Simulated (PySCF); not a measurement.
# C3H7NSi: the cost of one run

The runs use PySCF 2.14.0, with density-fitted response routines of our own; the level of theory stands in each step. All values are computed, except where a source is named. Atoms count from 0, in the outputs and in this text.

### 1 The starting structure

12 atoms, charge 0, multiplicity 1; geometry from: GFN2-xTB. The atoms were then displaced at random by about 0.01 Å, so the start is not that level's minimum.

Bonds of the start (Å): Si0–C1 1.93, C1–C2 1.52, C2–C3 1.44, C3–N4 1.24, N4–C2 1.50, Si0–H5 1.44, Si0–H6 1.48, Si0–H7 1.44, C1–H8 1.08, C1–H9 1.09, C2–H10 1.07, C3–H11 1.08.

### 2 Geometry optimisation at PBE0-D3(BJ)/def2-SVP

Job settings and geometry (Å):

```
{"job": {"xc": "PBE0", "basis": "def2-SVP", "d3": "d3bj", "grid": 1, "shake": 0.01, "kind": "geom"}, "charge": 0, "multiplicity": 1}
Si     1.563500    -0.105960     0.357230
C      0.168820    -0.067290    -0.974270
C     -1.201290     0.276750    -0.422500
C     -1.552260    -0.120830     0.915530
N     -1.275750     1.082340     0.835510
H      2.791050    -0.437120    -0.316780
H      1.663490     1.226420     0.986070
H      1.235420    -1.097290     1.349990
H      0.114380    -1.030580    -1.448660
H      0.424170     0.659880    -1.738760
H     -1.970290     0.467070    -1.139140
H     -1.921560    -0.881650     1.586750
```

The run is started by

```console
$ OMP_NUM_THREADS=1 python probes_run.py task.json out
```

The driver reads the jobs from task.json and runs them one after another.

**Question.** How long does this first job take on 1 thread of Arm Neoverse V2, shared host, and how much memory does it need?

About 17 s, with a peak of 0.46 GiB.
